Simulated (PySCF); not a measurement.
# [La(H2O)]3+: other functionals and bases at one geometry

How far do other levels of theory move the description of [La(H2O)]3+, and what does each cost? The species was built from a template and needn't be a known compound.

The runs use PySCF 2.14.0; several levels, as the steps say, no spin–orbit coupling.

4 further runs of the same task are left out: 2 for a known fault of the program, 1 that didn't finish, 1 set aside as unsound or not needed.

### 1 The starting structure

4 atoms, charge 3, spin multiplicity 1.

Bond lengths: La1–O2 2.346 Å, O2–H3 1.007 Å, O2–H4 1.007 Å. Angles: La1–O2–H3 128.7°, La1–O2–H4 128.7°, H3–O2–H4 102.6°.

Geometry (Å):

```
La    0.0000    0.0000   -0.1610
O     0.0000    0.0000    2.1853
H     0.7855    0.0000    2.8150
H    -0.7855    0.0000    2.8150
```

Formal oxidation states: La +3. An earlier session relaxed this geometry at TPSS, La def2-SVP with ECP46, O def2-SVP, H def2-SVP (singlet, point group C2v).

At TPSS on the finer grid: E = -106.698567 Eh, HOMO -25.37 eV, LUMO -20.53 eV, Mulliken charge on La1 +2.55 e, largest force component 0.005 eV/Å. 

Levels to run: M06-L; PBE0; B3LYP; BLYP; TPSS, TZVP; TPSS, x2c-SVP. Hardware: 2 threads of Arm Neoverse V2, shared host.

### 2 M06-L

File run.py (the lines that set the calculation):

```python
mol = gto.M(atom='''
La     0.00000     0.00000    -0.16101
O      0.00000     0.00000     2.18534
H      0.78552     0.00000     2.81501
H     -0.78552     0.00000     2.81501''',
    basis={'La': 'def2-SVP', 'O': 'def2-SVP', 'H': 'def2-SVP'},
    ecp={'La': 'def2-SVP'},
    charge=3, spin=0)
mf = dft.RKS(mol, xc='M06L')
mf.grids.atom_grid = (75, 302)  # f atoms: unpruned, at least (60, 302)
mf = mf.density_fit()  # fitting sets: La def2-universal-JKFIT, O def2-universal-JKFIT, H def2-universal-JKFIT
mf.conv_tol = 1e-08; mf.max_cycle = 55
mf.kernel(dm0)  # dm0: the density of the relaxed state
```

Command:

```console
$ OMP_NUM_THREADS=2 python run.py
```

### 3 PBE0

run.py (the lines that set the calculation): that of step 2 with these lines changed.

```diff
@@ -8,3 +8,3 @@
     charge=3, spin=0)
-mf = dft.RKS(mol, xc='M06L')
+mf = dft.RKS(mol, xc='PBE0')
 mf.grids.atom_grid = (75, 302)  # f atoms: unpruned, at least (60, 302)
```

### 4 B3LYP

run.py (the lines that set the calculation): that of step 3 with these lines changed.

```diff
@@ -8,3 +8,3 @@
     charge=3, spin=0)
-mf = dft.RKS(mol, xc='PBE0')
+mf = dft.RKS(mol, xc='B3LYP')
 mf.grids.atom_grid = (75, 302)  # f atoms: unpruned, at least (60, 302)
```

### 5 BLYP

run.py (the lines that set the calculation): that of step 4 with these lines changed.

```diff
@@ -8,3 +8,3 @@
     charge=3, spin=0)
-mf = dft.RKS(mol, xc='B3LYP')
+mf = dft.RKS(mol, xc='BLYP')
 mf.grids.atom_grid = (75, 302)  # f atoms: unpruned, at least (60, 302)
```

### 6 TPSS, TZVP

Basis: La def2-TZVP with ECP46, O def2-TZVP, H def2-TZVP. 

File run.py (the lines that set the calculation):

```python
mol = gto.M(atom='''
La     0.00000     0.00000    -0.16101
O      0.00000     0.00000     2.18534
H      0.78552     0.00000     2.81501
H     -0.78552     0.00000     2.81501''',
    basis={'La': 'def2-TZVP', 'O': 'def2-TZVP', 'H': 'def2-TZVP'},
    ecp={'La': 'def2-TZVP'},
    charge=3, spin=0)
mf = dft.RKS(mol, xc='TPSS')
mf.grids.atom_grid = (75, 302)  # f atoms: unpruned, at least (60, 302)
mf = mf.density_fit()  # fitting sets: La def2-universal-JKFIT, O def2-universal-JKFIT, H def2-universal-JKFIT
mf.conv_tol = 1e-08; mf.max_cycle = 55
mf.kernel(dm0)  # dm0: free metal ions and neutral atoms
```

### 7 TPSS, x2c-SVP

Basis: La x2c-SVPall, O x2c-SVPall, H x2c-SVPall. All electrons are treated, with the spin-free X2C Hamiltonian.

File run.py (the lines that set the calculation):

```python
mol = gto.M(atom='''
La     0.00000     0.00000    -0.16101
O      0.00000     0.00000     2.18534
H      0.78552     0.00000     2.81501
H     -0.78552     0.00000     2.81501''',
    basis={'La': 'x2c-SVPall', 'O': 'x2c-SVPall', 'H': 'x2c-SVPall'},
    nucmod='G',
    charge=3, spin=0)
mf = dft.RKS(mol, xc='TPSS')
mf.grids.atom_grid = (99, 590)  # f atoms: unpruned, at least (60, 302)
mf = mf.density_fit()  # fitting sets: La AutoAux, O AutoAux, H AutoAux
mf = mf.sfx2c1e()
mf.conv_tol = 1e-08; mf.max_cycle = 55
mf.kernel(dm0)  # dm0: free metal ions and neutral atoms
```

Q: Predict the outcome of this session. Wanted: for each run, HOMO; gap; charge on La1; dipole; largest force.

The runs gave:

| level | state | HOMO (eV) | gap (eV) | charge on La1 (e) | dipole (D) | largest force (eV/Å) | basis functions | time |
| --- | --- | --- | --- | --- | --- | --- | --- | --- |
| TPSS (relaxed here) | singlet | -25.37 | 4.84 | 2.55 | 2.64 | 0.00 | 56 | 4.9 s |
| M06-L | singlet | -25.52 | 5.39 | 2.61 | 2.32 | 0.58 | 56 | 1.7 s |
| PBE0 | singlet | -26.99 | 7.18 | 2.59 | 2.41 | 0.37 | 56 | 1.1 s |
| B3LYP | singlet | -26.69 | 6.55 | 2.57 | 2.47 | 0.31 | 56 | 1.1 s |
| BLYP | singlet | -25.22 | 4.47 | 2.53 | 2.76 | 0.14 | 56 | 1.2 s |
| TPSS, TZVP | singlet | -25.40 | 4.83 | 2.62 | 2.63 | 0.32 | 83 | 5.1 s |
| TPSS, x2c-SVP | singlet | -25.59 | 4.60 | 2.56 | 2.80 | 0.82 | 90 | 17 s |

Times are on 2 threads of Arm Neoverse V2, shared host; the first row also made further properties. The dipole of a charged species depends on the origin, so these sizes hold for this origin alone.

In one basis the HOMO–LUMO gap runs from 4.47 eV (BLYP) to 7.18 eV (PBE0). The largest leftover force, 0.82 eV/Å with TPSS, x2c-SVP, stands at a geometry relaxed at another level. The Mulliken charge on La spans +2.53 to +2.62 e over the levels. Total energies of different levels can't be compared. Spin–orbit coupling is left out throughout.
